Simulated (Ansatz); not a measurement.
WAu:

```
W Au
1.0
     0.00000    2.74798    2.74798
     2.74798    0.00000    2.74798
     2.74798    2.74798    0.00000
W Au
1 1
Direct
  0.00000 0.00000 0.00000
  0.75000 0.75000 0.75000
```

The cell was built by a generator and needn't be a form met in nature.

Below is the output of Ansatz 0.2.0 for this cell. Logs are shortened: lines on timing, memory, paths and dates and some standing lists are left out, and cuts for length are marked.

```text
Warning: RAYON_NUM_THREADS=2 ignored (pool sized by the plan → 2); use --threads N
zone centre: on kpoints.mp_grid the ground state, and the responses unless they are solved on pairs of k-points, stand on 30 of the mesh's 216 k-points, reduced under 8 symmetry operations, with k and −k counted as one. Each operation leaves every solved displacement unchanged or reverses it
Engine: ansatz 0.2.0, x86_64-unknown-linux-gnu
Pseudopotentials: kind: paw
Pseudopotential: W, paw, valence charge 14, recommended cutoff 420 eV (normal), W.paw.azcp
Pseudopotential: Au, paw, valence charge 19, recommended cutoff 420 eV (normal), Au.paw.azcp
Functional definition: SPW92
  exchange = slater_x
  correlation = pw_c
Crystal: 2 atoms, lattice volume = 41.502 Å³
Basis set: ecut = 420 eV, 869 PW (Γ), exchange–correlation on 54×54×54 points (8 copies of the dense FFT grid, shifted against one another)
Bands: 21, of which v1, the nominal top of the filled ones, is band 17 counted from 1 (16 counted from 0)
Symmetry: 24 space group operations
k-points: 30 of 216 (irreducible under 8 space group operations, time reversal used)
Non-local potential: W, projectors of the file, l = 0: 3, l = 1: 2, l = 2: 2, l = 3: 1
Non-local potential: Au, projectors of the file, l = 0: 3, l = 1: 2, l = 2: 2, l = 3: 1
PAW form: soft (Blöchl's): semilocal exchange-correlation on the pseudo side does not see the compensation charge
PAW frozen core: W, regenerated for the run's functional, and the local potential with it (the file was generated under x = pbe(κ = 0.804, μ = 0.2195149727645171), c = pbe(β = 0.06672455060314922))
PAW frozen core: Au, regenerated for the run's functional, and the local potential with it (the file was generated under x = pbe(κ = 0.804, μ = 0.2195149727645171), c = pbe(β = 0.06672455060314922))
PAW one-centre angular grid: W, 590 points (default); XC on 64 Gauss nodes
PAW one-centre angular grid: Au, 590 points (default); XC on 64 Gauss nodes
Initial density: superposition of atomic densities (neutral atoms: chi_scale 0, normalization atom), corrected by the library's trained network
Initial wavefunctions: pseudopotential atomic-orbital guess
Functional: x = slater, c = lda
SCF iter   1: F=—  HF=-22990.511335 eV  |F-HF|=—  |Δ(HF+E_count)|=         —  Δρ=1.26e-2  dr2=9.42e-2  ethr=1.77e-3  ⟨swp⟩=6.1  Hψ=2823  notcnv=0
preconditioner: auto → none  [insulator: Δε(μ)=0.198 eV  Ē_g=7.971 eV  σ=0.050 eV  W_gap=0.53  n_scr=14 (ndim 8)  ℏωp=23.8 eV  f_vac=0.000  D(μ)=2.26/eV (n_scr^D=14)  ε∞_Penn≈9.9]
[... 10 lines left out ...]
SCF converged after 8 iterations
Free energy (F): -22990.491518 eV
Harris-Foulkes:  -22990.491518 eV  (|F-HF|=7.28e-12)
Internal energy: -22990.475052 eV  (E = F + TS)
E sigma→0 (E₀):  -22990.483285 eV
Entropy (-TS):   -0.016466 eV (-8.233 meV/atom)
Fermi energy:    16.104089 eV
--- Per-component energies (eV) ---
  E_band       = -499.131873
  E_kinetic    = 1059.635734
  E_local      = -3380.715556  (includes V_loc(G=0)·N_el)
  E_nonlocal   = 84.501847
  E_hartree    = 1373.849563
  E_xc         = -492.853803
  E_vxc        = -515.410812  (∫ρ·V_xc dr)
  E_paw        = -17731.314860  (= ΣΔE_a)
  E_vpaw       = -494.843372  (= ΣTr[D̂ρ^β])
  E_aug_tail   = 0.001168  (compensation charges beyond the density's cutoff)
  E_ewald      = -3904.385016
  E_core_change = 0.805871  (= ΣΔE_core)
  E_smearing   = -0.016466  (= −TS)
  E_closure    = -0.000000  (closes the sum)
  Σ components = -22990.491518   (vs F -22990.491518, Δ=0.00e0)
--- Band table (eV; the first three rows and the last of 30) ---
  k-point 0: bands = ["-91.6349", "-57.9098", "-42.9399", "-42.9399", "-42.9399", "-22.2220", "-22.2220", "-22.2220", "7.5470", "9.4099", "9.4099", "9.7553", "9.7553", "9.7553", "15.1840", "15.1840", "15.1840", "18.1768", "18.1768", "25.2896", "27.8612"]
  k-point 1: bands = ["-91.6349", "-57.9105", "-42.9404", "-42.9404", "-42.9384", "-22.2287", "-22.2203", "-22.2203", "8.0310", "9.2864", "9.2864", "9.6919", "9.9279", "9.9279", "14.6610", "15.3014", "15.3014", "18.0676", "18.0676", "24.8488", "25.7246"]
  k-point 2: bands = ["-91.6349", "-57.9119", "-42.9414", "-42.9414", "-42.9353", "-22.2419", "-22.2170", "-22.2170", "8.9037", "9.3301", "9.3301", "9.8889", "9.9285", "9.9285", "13.9379", "15.6254", "15.6254", "17.9079", "17.9079", "20.7599", "25.1561"]
  k-point 29: bands = ["-91.6349", "-57.9135", "-42.9454", "-42.9445", "-42.9272", "-22.2565", "-22.2175", "-22.2090", "8.8458", "8.9340", "9.5029", "9.9424", "10.3131", "11.7377", "13.6494", "15.4731", "17.3297", "18.1155", "18.5293", "18.7002", "19.4145"]
--- Phonons (Γ-DFPT): 2 representative perturbations + reference, on 30 of 216 k-points (Σ response iterations 6) ---
  k mesh reduced under 8 symmetry operations, with k and −k counted as one. Each operation leaves every solved displacement unchanged or reverses it
  ASR residual: 4.924e-5 → 0.000e0 eV/Å²; symmetrization residual: 5.120e-5 eV/Å²
  ASR residual per site (eV/Å²): 4.53e-5 4.92e-5
  Γ frequencies (cm⁻¹): 0.00 0.00 0.00 245.03 245.03 245.03
  non-analytic LO–TO correction: not included (Born effective charges unavailable; polar crystals: no LO–TO splitting at Γ)
```

Q: What input gives this log?

A: Phonons with LDA, no spin polarisation. The files as run (others can give the same):

input.yaml
```yaml
crystal:
  lattice:
    - [0.0, 2.74797926, 2.74797926]
    - [2.74797926, 0.0, 2.74797926]
    - [2.74797926, 2.74797926, 0.0]
  atoms:
    - { symbol: W, position: [0.0, 0.0, 0.0] }
    - { symbol: Au, position: [0.75, 0.75, 0.75] }
hamiltonian:
  xc: lda
  pseudopotentials: { kind: paw }
kpoints:
  mp_grid: { grid: [6, 6, 6] }
scf:
  occupations: { method: fermi_dirac, width: 0.05 }
phonons:
  method: dfpt
```

Potentials or basis: Ansatz PAW.
Command:
```bash
$ ansatz run input.yaml --threads 2 --pin off --max-ram 5632MiB --backend cpu --events-out ev --progress --plain --runs-dir out
```

Caveat: the PAW data sets come from PBE, with cores solved anew for the run's functional, which leaves a small shift of forces and pressure.
